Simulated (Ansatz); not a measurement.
**BFH3N (built from SMILES NBF): a barrier at many levels of theory**

Aim: the barrier and energy of one elementary step (H2–H4 formed, B1–H2 broken, N3–H4 broken) from LDA up to coupled cluster, on fixed structures, to see where each rung fails.

Program: Ansatz 0.2.0, Gaussian basis. Level of theory: single points in def2-TZVPP on PBE0-D4/def2-TZVP structures. These are calculated values, not measurements.

Levels: SPW92, PBE-D4, BLYP-D4, r2SCAN-D4, B97M-V, PBE0-D4, B3LYP-D4, r2SCAN0-D4, BHLYP-D4, CAM-B3LYP-D4, wB97X-V, wB97M-V, B2PLYP, PBE-QIDH, RPA on PBE, Hartree-Fock, MP2, CCSD, CCSD(T). The reference is CCSD(T) at the basis limit, from triple and quadruple zeta. Zero-point energies come from PBE0-D4 vibrations.

Cores are frozen in the correlated methods. B3LYP uses VWN-RPA correlation. B2PLYP carries no dispersion term here.

43 further runs of the same task are left out: 1 that didn't finish, 42 set aside as unsound or not needed.

## (1) The three structures

Charge 0, multiplicity 1. The folders r, ts and p hold the start, the saddle and the end; their coordinates stand in the first inputs.

```csv
pair,r (Å),ts (Å),p (Å)
H2–H4,2.563,0.939,0.747
B1–H2,1.196,1.433,3.265
N3–H4,1.004,1.462,3.168
```

## (2) SPW92/def2-TZVPP

Contents of r/in.yaml:

```yaml
crystal:
  periodic: [false, false, false]
  atoms:
    - {symbol: B, position_ang: [0.505188, 0.283394, 0.320848]}
    - {symbol: H, position_ang: [1.654984, 0.021200, 0.119354]}
    - {symbol: N, position_ang: [-0.520793, -0.339375, -0.379203]}
    - {symbol: H, position_ang: [-0.348124, -1.034249, -1.082521]}
    - {symbol: F, position_ang: [0.201971, 1.201337, 1.245279]}
    - {symbol: H, position_ang: [-1.493226, -0.132209, -0.223856]}
basis:
  gaussian: {orbitals: def2-TZVPP}
hamiltonian: {xc: lda}
```

Contents of ts/in.yaml:

```yaml
crystal:
  periodic: [false, false, false]
  atoms:
    - {symbol: B, position_ang: [0.150019, 0.295329, 0.311740]}
    - {symbol: H, position_ang: [1.355163, -0.280469, -0.208500]}
    - {symbol: N, position_ang: [-0.812062, -0.308508, -0.364792]}
    - {symbol: H, position_ang: [0.590062, -0.637085, -0.618931]}
    - {symbol: F, position_ang: [0.532680, 1.163747, 1.226063]}
    - {symbol: H, position_ang: [-1.815861, -0.232914, -0.345679]}
basis:
  gaussian: {orbitals: def2-TZVPP}
hamiltonian: {xc: lda}
```

Contents of p/in.yaml:

```yaml
crystal:
  periodic: [false, false, false]
  atoms:
    - {symbol: B, position_ang: [-0.544871, 0.637987, 0.625965]}
    - {symbol: H, position_ang: [2.198772, -0.671944, -0.564677]}
    - {symbol: N, position_ang: [-1.412939, 0.053264, -0.027339]}
    - {symbol: H, position_ang: [1.517814, -0.865149, -0.803472]}
    - {symbol: F, position_ang: [0.366403, 1.249540, 1.309578]}
    - {symbol: H, position_ang: [-2.125180, -0.403599, -0.540156]}
basis:
  gaussian: {orbitals: def2-TZVPP}
hamiltonian: {xc: lda}
```

The same command starts each run, in its folder.

Command:

```
ansatz run in.yaml --threads 2 --pin off --events-out ev --progress --plain --max-ram 4352MiB
```

After this run come: PBE-D4/def2-TZVPP; BLYP-D4/def2-TZVPP; r2SCAN-D4/def2-TZVPP; B97M-V/def2-TZVPP; PBE0-D4/def2-TZVPP; B3LYP-D4/def2-TZVPP; r2SCAN0-D4/def2-TZVPP; BHLYP-D4/def2-TZVPP; CAM-B3LYP-D4/def2-TZVPP; wB97X-V/def2-TZVPP; wB97M-V/def2-TZVPP; B2PLYP/def2-TZVPP; PBE-QIDH/def2-TZVPP; RPA on PBE/def2-TZVPP; CCSD(T)/def2-TZVPP; MP2/def2-QZVPP; Vibrations of the start structure; Vibrations of the end structure.

**Question.** What will these runs give? Wanted: barrier, CCSD(T)/CBS; reverse barrier, CCSD(T)/CBS; step energy, CCSD(T)/CBS; barrier with zero-point energy; step energy with zero-point energy; imaginary mode at the saddle; largest T1 diagnostic.

As calculated:

| quantity | value |
| --- | --- |
| barrier, CCSD(T)/CBS | 343.2 kJ/mol |
| reverse barrier, CCSD(T)/CBS | 126.0 kJ/mol |
| step energy, CCSD(T)/CBS | +217.1 kJ/mol |
| barrier with zero-point energy | 320.3 kJ/mol |
| step energy with zero-point energy | +186.6 kJ/mol |
| imaginary mode at the saddle | 1306i cm⁻¹ |
| largest T1 diagnostic | 0.015 |

**Reading.** r2SCAN0-D4 is the best functional here (-0.4 kJ/mol from CCSD(T)/CBS); SPW92 is the worst (-47.9 kJ/mol). By rung, the mean size of the error is: LDA 47.9, GGA 30.7, meta-GGA 13.5, hybrid 10.0, range-separated hybrid 4.0, double hybrid 2.9 kJ/mol. PBE-D4 gives a barrier 36.1 kJ/mol too low, outside chemical accuracy (1 kcal/mol, 4.2 kJ/mol). Every functional without exact exchange puts the barrier too low, the usual mark of self-interaction error, which favours the spread-out density of a saddle. The barrier rises with the share of exact exchange, from BLYP-D4 through B3LYP-D4 to BHLYP-D4 (-25.3, -5.5, +23.5 kJ/mol). Hartree-Fock, with no correlation, is off by +65.6 kJ/mol. Zero-point motion lowers the barrier by 22.8 kJ/mol.
